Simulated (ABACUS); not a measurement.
# BiTe (Fm-3m) in ABACUS: further runs

The runs below take BiTe through equation of state, with PBE.

All numbers are computed with ABACUS 3.10.1; they aren't measurements. Logs are shortened: lines on timing, memory, paths and dates and some standing lists are left out, and cuts for length are marked.

## (1) The crystal as given

It takes space group Fm-3m (No. 225, cubic). The conventional cell has a = 6.470 Å, b = 6.470 Å, c = 6.470 Å, α = 90.00°, β = 90.00°, γ = 90.00°. Bi (site symmetry m-3m) has 6 Te at 3.23 Å as nearest neighbours. Around Te (site symmetry m-3m) lie 6 Bi at 3.23 Å.

## (2) Equation of state, PBE, 31.82 Å³/atom (volume scaled by 0.94)

INPUT

```
INPUT_PARAMETERS
suffix              BiTe
calculation         scf
basis_type          lcao
pseudo_dir          ./
orbital_dir         ./
symmetry            1
dft_functional      pbe
ecutwfc             100
pseudo_rcut         10
nspin               1
nbands              18
ks_solver           genelpa
smearing_method     fd
smearing_sigma      0.00367493
scf_thr             1e-07
scf_nmax            100
mixing_type         broyden
mixing_beta         0.7
cal_force           1
cal_stress          1
out_mul             1
```

STRU

```
ATOMIC_SPECIES
Bi 208.9804 Bi.upf
Te 127.6000 Te.upf

NUMERICAL_ORBITAL
Bi_confined-atom_8au_1s1p1d.orb
Te_confined-atom_8au_1s1p1d.orb

LATTICE_CONSTANT
1.8897261246

LATTICE_VECTORS
0.0000000000 3.1689610617 3.1689610617
3.1689610617 0.0000000000 3.1689610617
3.1689610617 3.1689610617 0.0000000000

ATOMIC_POSITIONS
Direct

Bi
0.0
1
0.0000000000 0.0000000000 0.0000000000 1 1 1

Te
0.0
1
0.5000000000 0.5000000000 0.5000000000 1 1 1
```

KPT

```
K_POINTS
0
Gamma
7 7 7 0 0 0
```

Potentials or basis: PseudoDojo NC SR 0.4.1 PBE standard, SZ LCAO (the cutoffs set its grid).

Launch:

```sh
$ OMP_NUM_THREADS=1 mpirun -np 4 abacus > log
```

running log:

```text
ABACUS v3.10.1

               Atomic-orbital Based Ab-initio Computation at UStc

 ------------------------------------------------------------------------------------

 READING GENERAL INFORMATION
                           global_out_dir = OUT.BiTe/
                           global_in_card = INPUT
                               pseudo_dir = ./
                              orbital_dir = ./
                                    DSIZE = 4
                                    GSIZE = 1

 READING UNITCELL INFORMATION
                                    ntype = 2
                  lattice constant (Bohr) = 1.88973
              lattice constant (Angstrom) = 1

 READING ATOM TYPE 1
                               atom label = Bi
                      L=0, number of zeta = 1
                      L=1, number of zeta = 1
                      L=2, number of zeta = 1
             number of atom for this type = 1

 READING ATOM TYPE 2
                               atom label = Te
                      L=0, number of zeta = 1
                      L=1, number of zeta = 1
                      L=2, number of zeta = 1
             number of atom for this type = 1

                        TOTAL ATOM NUMBER = 2
DIRECT COORDINATES
    atom                   x                   y                   z     mag                  vx                  vy                  vz
taud_Bi1            0.0000000000        0.0000000000        0.0000000000  0.0000        0.0000000000        0.0000000000        0.0000000000
taud_Te1            0.5000000000        0.5000000000        0.5000000000  0.0000        0.0000000000        0.0000000000        0.0000000000

                          Volume (Bohr^3) = 429.514
                             Volume (A^3) = 63.6473

 Lattice vectors: (Cartesian coordinate: in unit of a_0)
                   +0            +3.16896            +3.16896
             +3.16896                  +0            +3.16896
             +3.16896            +3.16896                  +0
 Reciprocal vectors: (Cartesian coordinate: in unit of 2 pi/a_0)
             -0.15778            +0.15778            +0.15778
             +0.15778            -0.15778            +0.15778
             +0.15778            +0.15778            -0.15778
 The esolver type has been set to : ksdft_lcao

                PAO radial cut off (Bohr) = 10

 Read in pseudopotential file is Bi.upf
                     pseudopotential type = NC
          exchange-correlation functional = PBE
                 nonlocal core correction = 1
                        valence electrons = 15
                                     lmax = 2
                           number of zeta = 3
                     number of projectors = 6
                           L of projector = 0
                           L of projector = 0
                           L of projector = 1
                           L of projector = 1
[... 177 lines left out ...]
              searching radius is (Bohr)) = 21.1
         searching radius unit is (Bohr)) = 1.89
                         PeriodicBoundary = 1
                        Radius(unit:lat0) = 11.2
                                   glayer = [ 5, 5, 5 ]
                             glayer_minus = [ 4, 4, 4 ]

Find the coordinate range of the input atom(unit:lat0).
                                  min_tau = [ -25.4, -25.4, -25.4 ]
                                  max_tau = [ 28.5, 28.5, 28.5 ]
                                BoxNumber = [ 9, 9, 9 ]

 SETUP EXTENDED REAL SPACE GRID FOR GRID INTEGRATION
                          real space grid = [ 54, 54, 54 ]
                 big cell numbers in grid = [ 27, 27, 27 ]
             meshcell numbers in big cell = [ 2, 2, 2 ]
                        extended fft grid = [ 32, 32, 32 ]
                dimension of extened grid = [ 92, 92, 92 ]
                            UnitCellTotal = 125
              Atom number in sub-FFT-grid = 2
    Local orbitals number in sub-FFT-grid = 18
                                ParaV.nnr = 4863
                                 init_chg = atomic

 LCAO ALGORITHM --------------- ION=   1  ELEC=   1--------------------------------

 Density error is 0.014955127119
----------------------------------------------------------
     Energy           Rydberg                 eV
----------------------------------------------------------
 E_KohnSham     -373.7442292012      -5085.0511117544
 E_Harris       -373.0522018969      -5075.6355972440
 E_Fermi        0.8398945770         11.4273519661
----------------------------------------------------------
[... 58 lines left out ...]
 Density error is 1.63213977081e-08
----------------------------------------------------------
     Energy           Rydberg                 eV
----------------------------------------------------------
 E_KohnSham     -373.7458977551      -5085.0738135953
 E_KS(sigma->0) -373.7452795197      -5085.0654020701
 E_Harris       -373.7458976745      -5085.0738124985
 E_band         -23.5193423520       -319.9970692005
 E_one_elec     -138.2382778128      -1880.8282599610
 E_Hartree      85.0274645475        1156.8580043396
 E_xc           -92.7301583460       -1261.6585299475
 E_Ewald        -227.8036896730      -3099.4282049759
 E_entropy(-TS) -0.0012364710        -0.0168230505
 E_descf        0.0000000000         0.0000000000
 E_exx          0.0000000000         0.0000000000
 E_Fermi        0.8439485366         11.4825089162
----------------------------------------------------------

 charge density convergence is achieved
 final etot is -5085.0738136 eV
 EFERMI = 11.482508916 eV

 STATE ENERGY(eV) AND OCCUPATIONS    NSPIN == 1
 1/20 kpoint (Cartesian) = 0.0000 0.0000 0.0000 (1830 pws)
       1       -25.9086     0.00583090
       2       -25.9086     0.00583090
       3       -25.8963     0.00583090
       4       -25.8963     0.00583090
       5       -25.8963     0.00583090
       6       -11.8250     0.00583090
[... 98 lines left out ...]
       5       -25.8959       0.139942
       6       -11.8351       0.139942
[... 10 lines left out ...]
      17        13.4993    4.25054e-19
      18        13.5388    1.92690e-19

[... levels at 14 further k points ...]

 correction force for each atom along direction 1 is 8.18193e-17
 correction force for each atom along direction 2 is 3.10414e-14
 correction force for each atom along direction 3 is 4.02242e-14
------------------------------------------------------------------------------------------
 TOTAL-FORCE (eV/Angstrom)
------------------------------------------------------------------------------------------
                       Bi1         0.0000000000         0.0000000000         0.0000000000
                       Te1         0.0000000000         0.0000000000         0.0000000000
------------------------------------------------------------------------------------------

----------------------------------------------------------------
 TOTAL-STRESS (KBAR)
----------------------------------------------------------------
       109.6368215935        -0.0000000000        -0.0000000000
        -0.0000000000       109.6368215935         0.0000000000
        -0.0000000000         0.0000000000       109.6368215935
----------------------------------------------------------------
 TOTAL-PRESSURE: 109.636822 KBAR

 --------------------------------------------
 !FINAL_ETOT_IS -5085.0738135953206438 eV
 --------------------------------------------
```

mulliken.txt:

```text
 0
CALCULATE THE MULLIkEN ANALYSIS FOR EACH ATOM
 Total charge:	31
Decomposed Mulliken populations
[... 28 lines left out ...]
px                                     0              1.2340
py                                     0              1.5890
SUM OVER M                                            4.1949
SUM OVER M+Zeta                                       4.1949

dz^2                                   0              1.9999
dxz                                    0              2.0000
dyz                                    0              2.0000
dx^2-y^2                               0              1.9999
dxy                                    0              2.0000
SUM OVER M                                            9.9997
SUM OVER M+Zeta                                       9.9997

SUM OVER M+Zeta+L                                    16.1386

Total Charge on atom:                 Te             16.1386
```

It took 2.9 s on 4 MPI ranks of AMD EPYC 7B13 (Zen 3), shared host; peak memory 0.36 GiB.

The run converged, but some of its settings lie outside the range that counts as converged, so its numbers aren't taken as properties of the crystal.

What came out:

| Property | Result |
| --- | --- |
| Free energy | -5085.0738 eV |
| Pressure | 11.0 GPa |
| Band gap on the k mesh | none (metal or under the smearing width) |
| Mulliken charges | Bi +0.14; Te -0.14 e |

Caveat: the atomic orbitals were generated for these runs and aren't a published set; Mulliken charges move with the basis; spin-orbit coupling is left out, which moves the levels of the heavy elements; the basis of atomic orbitals isn't converged, which shifts pressures, moduli and gaps.

## (3) Equation of state, PBE, 32.50 Å³/atom (volume scaled by 0.96)

INPUT is that of step 2.

Edit STRU of step 2 so:

```diff
@@ -12,5 +12,5 @@
 LATTICE_VECTORS
-0.0000000000 3.1689610617 3.1689610617
-3.1689610617 0.0000000000 3.1689610617
-3.1689610617 3.1689610617 0.0000000000
+0.0000000000 3.1912784242 3.1912784242
+3.1912784242 0.0000000000 3.1912784242
+3.1912784242 3.1912784242 0.0000000000
```

KPT is that of step 2.

Potentials or basis: PseudoDojo NC SR 0.4.1 PBE standard, SZ LCAO (the cutoffs set its grid).

Launch:

```sh
$ OMP_NUM_THREADS=1 mpirun -np 4 abacus > log
```

Wall time 2.7 s (4 MPI ranks of AMD EPYC 7B13 (Zen 3), shared host); peak memory 0.4 GiB.

These settings aren't checked as converged: the numbers below hold their error.

Results:

```
Free energy            : -5085.1586 eV
Pressure               : 9.1 GPa
Band gap on the k mesh : none (metal or under the smearing width)
Mulliken charges       : Bi +0.14; Te -0.14 e
```

Caveat: the atomic orbitals were generated for these runs and aren't a published set; Mulliken charges move with the basis; spin-orbit coupling is left out, which moves the levels of the heavy elements; the basis of atomic orbitals isn't converged, which shifts pressures, moduli and gaps.

## (4) Equation of state, PBE, 33.18 Å³/atom (volume scaled by 0.98)

INPUT is that of step 3.

Edit STRU of step 3 so:

```diff
@@ -12,5 +12,5 @@
 LATTICE_VECTORS
-0.0000000000 3.1912784242 3.1912784242
-3.1912784242 0.0000000000 3.1912784242
-3.1912784242 3.1912784242 0.0000000000
+0.0000000000 3.2132879364 3.2132879364
+3.2132879364 0.0000000000 3.2132879364
+3.2132879364 3.2132879364 0.0000000000
```

KPT is that of step 3.

Launch:

```sh
$ OMP_NUM_THREADS=1 mpirun -np 4 abacus > log
```

It took 2.6 s on 4 MPI ranks of AMD EPYC 7B13 (Zen 3), shared host; peak memory 0.4 GiB.

These settings aren't checked as converged: the numbers below hold their error.

What came out:

* Free energy: -5085.2286 eV
* Pressure: 7.5 GPa
* Band gap on the k mesh: none (metal or under the smearing width)
* Mulliken charges: Bi +0.15; Te -0.15 e

Caveat: the atomic orbitals were generated for these runs and aren't a published set; Mulliken charges move with the basis; spin-orbit coupling is left out, which moves the levels of the heavy elements; the basis of atomic orbitals isn't converged, which shifts pressures, moduli and gaps.

## (5) Equation of state, PBE, 33.86 Å³/atom

INPUT is that of step 4.

Edit STRU of step 4 so:

```diff
@@ -12,5 +12,5 @@
 LATTICE_VECTORS
-0.0000000000 3.2132879364 3.2132879364
-3.2132879364 0.0000000000 3.2132879364
-3.2132879364 3.2132879364 0.0000000000
+0.0000000000 3.2350000000 3.2350000000
+3.2350000000 0.0000000000 3.2350000000
+3.2350000000 3.2350000000 0.0000000000
```

KPT is that of step 4.

Launch:

```sh
$ OMP_NUM_THREADS=1 mpirun -np 4 abacus > log
```

Run time: 2.7 s. Hardware: 4 MPI ranks of AMD EPYC 7B13 (Zen 3), shared host; peak memory 0.4 GiB.

The run converged, but some of its settings lie outside the range that counts as converged, so its numbers aren't taken as properties of the crystal.

What came out:

```
Free energy            : -5085.2850 eV
Pressure               : 6.0 GPa
Band gap on the k mesh : none (metal or under the smearing width)
Mulliken charges       : Bi +0.15; Te -0.15 e
```

Caveat: the atomic orbitals were generated for these runs and aren't a published set; Mulliken charges move with the basis; spin-orbit coupling is left out, which moves the levels of the heavy elements; the basis of atomic orbitals isn't converged, which shifts pressures, moduli and gaps.

## (6) Equation of state, PBE, 34.53 Å³/atom (volume scaled by 1.02)

INPUT is that of step 5.

Edit STRU of step 5 so:

```diff
@@ -12,5 +12,5 @@
 LATTICE_VECTORS
-0.0000000000 3.2350000000 3.2350000000
-3.2350000000 0.0000000000 3.2350000000
-3.2350000000 3.2350000000 0.0000000000
+0.0000000000 3.2564244654 3.2564244654
+3.2564244654 0.0000000000 3.2564244654
+3.2564244654 3.2564244654 0.0000000000
```

KPT is that of step 5.

Potentials or basis: PseudoDojo NC SR 0.4.1 PBE standard, SZ LCAO (the cutoffs set its grid).

Launch:

```sh
$ OMP_NUM_THREADS=1 mpirun -np 4 abacus > log
```

It took 2.9 s on 4 MPI ranks of AMD EPYC 7B13 (Zen 3), shared host; peak memory 0.36 GiB.

These settings aren't checked as converged: the numbers below hold their error.

Results:

```yaml
Free_energy: -5085.3298 eV
Pressure: 4.6 GPa
Band_gap_on_the_k_mesh: none (metal or under the smearing width)
Mulliken_charges: Bi +0.16; Te -0.16 e
```

Caveat: the atomic orbitals were generated for these runs and aren't a published set; Mulliken charges move with the basis; spin-orbit coupling is left out, which moves the levels of the heavy elements; the basis of atomic orbitals isn't converged, which shifts pressures, moduli and gaps.

## (7) Equation of state, PBE, 35.21 Å³/atom (volume scaled by 1.04)

INPUT is that of step 6.

Edit STRU of step 6 so:

```diff
@@ -12,5 +12,5 @@
 LATTICE_VECTORS
-0.0000000000 3.2564244654 3.2564244654
-3.2564244654 0.0000000000 3.2564244654
-3.2564244654 3.2564244654 0.0000000000
+0.0000000000 3.2775706714 3.2775706714
+3.2775706714 0.0000000000 3.2775706714
+3.2775706714 3.2775706714 0.0000000000
```

KPT is that of step 6.

Launch:

```sh
$ OMP_NUM_THREADS=1 mpirun -np 4 abacus > log
```

Wall time 2.6 s (4 MPI ranks of AMD EPYC 7B13 (Zen 3), shared host); peak memory 0.4 GiB.

These settings aren't checked as converged: the numbers below hold their error.

What came out:

```yaml
Free_energy: -5085.3638 eV
Pressure: 3.4 GPa
Band_gap_on_the_k_mesh: none (metal or under the smearing width)
Mulliken_charges: Bi +0.16; Te -0.16 e
```

Caveat: the atomic orbitals were generated for these runs and aren't a published set; Mulliken charges move with the basis; spin-orbit coupling is left out, which moves the levels of the heavy elements; the basis of atomic orbitals isn't converged, which shifts pressures, moduli and gaps.

## (8) Equation of state, PBE, 35.89 Å³/atom (volume scaled by 1.06)

INPUT is that of step 7.

Edit STRU of step 7 so:

```diff
@@ -12,5 +12,5 @@
 LATTICE_VECTORS
-0.0000000000 3.2775706714 3.2775706714
-3.2775706714 0.0000000000 3.2775706714
-3.2775706714 3.2775706714 0.0000000000
+0.0000000000 3.2984474805 3.2984474805
+3.2984474805 0.0000000000 3.2984474805
+3.2984474805 3.2984474805 0.0000000000
```

KPT is that of step 7.

Launch:

```sh
$ OMP_NUM_THREADS=1 mpirun -np 4 abacus > log
```

Wall time 2.8 s (4 MPI ranks of AMD EPYC 7B13 (Zen 3), shared host); peak memory 0.4 GiB.

These settings aren't checked as converged: the numbers below hold their error.

What came out:

```yaml
Free_energy: -5085.3876 eV
Pressure: 2.3 GPa
Band_gap_on_the_k_mesh: none (metal or under the smearing width)
Mulliken_charges: Bi +0.16; Te -0.16 e
```

Caveat: the atomic orbitals were generated for these runs and aren't a published set; Mulliken charges move with the basis; spin-orbit coupling is left out, which moves the levels of the heavy elements; the basis of atomic orbitals isn't converged, which shifts pressures, moduli and gaps.

## (9) Equation of state, PBE

Potentials or basis: PseudoDojo NC SR 0.4.1 PBE standard, SZ LCAO (the cutoffs set its grid).

No new run: the results of the series are fitted here.

The run converged, but some of its settings lie outside the range that counts as converged, so its numbers aren't taken as properties of the crystal.

Results:

```
Equilibrium volume : 37.56 Å³/atom (rough: see the caveat)
Bulk modulus       : 46 GPa (rough)
```

Caveat: the atomic orbitals were generated for these runs and aren't a published set; the minimum lies outside the volumes run; spin-orbit coupling is left out, which moves the levels of the heavy elements; the basis of atomic orbitals isn't converged, which shifts pressures, moduli and gaps.
